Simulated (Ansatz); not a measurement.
# Si4GeH12: basis-set convergence

Aim: see how fast density functionals converge with the basis set for Si4GeH12.

Computed with Ansatz 0.2.0, Gaussian basis. Level: one geometry, several basis sets.

Plan: PBE0-D4/def2-SVP; ωB97M-V/def2-SVP; PBE0-D4/def2-QZVPP; ωB97M-V/def2-QZVPP; the functionals' def2-TZVPP values are taken from earlier runs.

**1. The relaxed structure**

An earlier PBE0-D4 in a triple-zeta def2 set relaxation fixed the geometry.

17 atoms, charge 0, spin multiplicity 1.

Atoms are counted from 1 here; the program's logs count them from 0.

Bond lengths: Si1–Si2 2.337 Å, Si1–H6 1.488 Å, Si1–H7 1.488 Å, Si1–H8 1.488 Å, Si2–Ge3 2.382 Å, Si2–H9 1.490 Å, Si2–H10 1.490 Å, Ge3–Si4 2.382 Å, Ge3–H11 1.540 Å, Ge3–H12 1.540 Å, Si4–Si5 2.337 Å, Si4–H13 1.490 Å, Si4–H14 1.490 Å, Si5–H15 1.488 Å, Si5–H16 1.488 Å, Si5–H17 1.488 Å. Angles: Si2–Si1–H6 109.8°, Si2–Si1–H7 111.6°, Si2–Si1–H8 109.4°, H6–Si1–H7 108.8°, H6–Si1–H8 108.4°, H7–Si1–H8 108.7°, Si1–Si2–Ge3 109.3°, Si1–Si2–H9 110.4°, Si1–Si2–H10 109.5°, Ge3–Si2–H9 110.7°, Ge3–Si2–H10 108.7°, H9–Si2–H10 108.3°, Si2–Ge3–Si4 109.0°, Si2–Ge3–H11 110.2°, Si2–Ge3–H12 109.7°, Si4–Ge3–H11 109.8°, Si4–Ge3–H12 110.2°, H11–Ge3–H12 107.9° and more.

**2. PBE0-D4 in def2-SVP**

The input, in.yaml:

```yaml
crystal:
  periodic: [false, false, false]
  atoms:
    - {symbol: Si, position_ang: [0.418077, -2.409290, 1.064819]}
    - {symbol: Si, position_ang: [1.813482, -0.587377, 0.625256]}
    - {symbol: Ge, position_ang: [1.162884, 0.424839, -1.430778]}
    - {symbol: Si, position_ang: [-1.186988, 0.814756, -1.394005]}
    - {symbol: Si, position_ang: [-1.757872, 1.921682, 0.582939]}
    - {symbol: H, position_ang: [0.512475, -3.395069, -0.045611]}
    - {symbol: H, position_ang: [0.783674, -3.085386, 2.338451]}
    - {symbol: H, position_ang: [-0.991182, -1.941099, 1.159727]}
    - {symbol: H, position_ang: [3.236075, -1.025476, 0.569095]}
    - {symbol: H, position_ang: [1.676635, 0.418180, 1.715776]}
    - {symbol: H, position_ang: [1.909110, 1.757969, -1.627725]}
    - {symbol: H, position_ang: [1.529341, -0.502287, -2.605155]}
    - {symbol: H, position_ang: [-1.887312, -0.498990, -1.447591]}
    - {symbol: H, position_ang: [-1.606417, 1.616604, -2.577194]}
    - {symbol: H, position_ang: [-1.358316, 1.088512, 1.749248]}
    - {symbol: H, position_ang: [-3.220109, 2.183499, 0.661493]}
    - {symbol: H, position_ang: [-1.033558, 3.218944, 0.661265]}
basis:
  gaussian: {orbitals: def2-SVP}
hamiltonian: {xc: pbe0, dispersion: d4}
output: {orbitals: {seedname: orbitals}}
```

After this run come: ωB97M-V in def2-SVP; PBE0-D4 in def2-QZVPP; ωB97M-V in def2-QZVPP.

Before running them: what should the planned runs give, taken together? Wanted: PBE0-D4: double and triple zeta above quadruple; ωB97M-V: double and triple zeta above quadruple.

**Answer**, as computed:

```
                                       quantity           value
PBE0-D4: double and triple zeta above quadruple  20.45, 2.27 eV
ωB97M-V: double and triple zeta above quadruple  20.50, 2.19 eV
```

In words: PBE0-D4 gains 18.18 eV from double to triple zeta, then 2.27 eV more. Total energies overstate the basis error of differences, where much of it tends to cancel. The LUMO of ωB97M-V is positive and keeps falling with the basis (1.68 to 1.00 eV): an unbound level that the basis holds in place.
